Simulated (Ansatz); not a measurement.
Turn this script for the Python package of Ansatz (0.2.0) into the input file that the command-line program reads.

Typed at the interpreter:
```pycon
>>> import ansatz
>>> deck = {
...     "crystal": {
...         "periodic": [False, False, False],
...         "atoms": [
...             {"symbol": "C", "position_ang": [-0.9492, 0.6356, -0.4661]},
...             {"symbol": "N", "position_ang": [0.0193, 1.3801, -0.0276]},
...             {"symbol": "C", "position_ang": [0.7918, 0.2485, 0.3591]},
...             {"symbol": "Al", "position_ang": [-0.1902, -1.1066, -0.0953]},
...             {"symbol": "H", "position_ang": [-1.9457, 0.9484, -0.9405]},
...             {"symbol": "H", "position_ang": [1.0122, 0.2876, 1.4663]},
...             {"symbol": "H", "position_ang": [1.8054, 0.2291, -0.192]},
...             {"symbol": "H", "position_ang": [-0.4514, -2.6798, -0.1597]},
...         ],
...     },
...     "basis": {"gaussian": {"orbitals": "def2-SVP"}},
...     "hamiltonian": {"xc": "b3lyp"},
... }
>>> session = ansatz.Session.from_dict(deck)
>>> rep = session.plan(threads=1).execute().report

>>> print(f"E = {rep['free_energy_ev']:.6f} eV = {rep['free_energy_ev'] / 27.211386246:.7f} Ha")
E = -10217.912725 eV = -375.5013667 Ha
>>> print("converged:", rep["converged"], " doubts:", rep["published_state_doubts"] or "none")
converged: True  doubts: none
>>> symbols = ["C", "N", "C", "Al", "H", "H", "H", "H"]
```

`input.yaml`:
```yaml
crystal:
  periodic: [false, false, false]
  atoms:
    - { symbol: C, position_ang: [-0.9492, 0.6356, -0.4661] }
    - { symbol: "N", position_ang: [0.0193, 1.3801, -0.0276] }
    - { symbol: C, position_ang: [0.7918, 0.2485, 0.3591] }
    - { symbol: Al, position_ang: [-0.1902, -1.1066, -0.0953] }
    - { symbol: H, position_ang: [-1.9457, 0.9484, -0.9405] }
    - { symbol: H, position_ang: [1.0122, 0.2876, 1.4663] }
    - { symbol: H, position_ang: [1.8054, 0.2291, -0.192] }
    - { symbol: H, position_ang: [-0.4514, -2.6798, -0.1597] }
basis:
  gaussian: { orbitals: def2-SVP }
hamiltonian:
  xc: b3lyp
```

Launched from the shell:
```console
$ ansatz run input.yaml --threads 1 --pin off --max-ram 4096MiB --backend cpu --events-out ev --progress --plain --runs-dir out
Engine: ansatz 0.2.0, aarch64-unknown-linux-gnu
Functional definition: B3LYP
  parameter a0 = 0.2
  parameter ax = 0.72
  parameter ac = 0.81
  exchange = (1 - a0 - ax)*slater_x + ax*b88_x + a0*exact_x
  correlation = (1 - ac)*vwn_rpa_c + ac*lyp_c
946 factors; their error is unknown
mean field evaluation 1: about -10209.6085 eV, gradient 5.5e1 eV
mean field evaluation 2: about -10186.8130 eV, gradient 1.0e2 eV
mean field evaluation 4: about -10217.4817 eV, gradient 1.3e1 eV
mean field evaluation 8: about -10217.9123 eV, gradient 3.2e-1 eV
mean field evaluation 16: about -10217.9125 eV, gradient 2.9e-5 eV
mean field -10217.91249419 eV, -375.5013582117 hartree, gradient 2.9e-5 eV, S^2 0.000000; 0 other end points of the search recorded, 0 dependent functions left out
reference -10217.91272508 eV, -375.5013666967 hartree; 18, 18 occupied and 62, 62 virtual orbitals, 946 factors
Total energy: -10217.91272508 eV, -375.5013666967 hartree
```

Total energies depend on the basis set; only differences at equal settings carry meaning. The geometry is a force-field or estimated start, not a minimum of this method, and the basis set is short of its limit. b3lyp holds the VWN-RPA fit, as in Gaussian; the form of ORCA and Turbomole is b3lyp5. Wall time of the script: 1.7 s on 1 thread of Arm Neoverse V2, on a shared host, peak memory 0.19 GiB.

(Lines on the test bed's own set-up are left out of the output.)
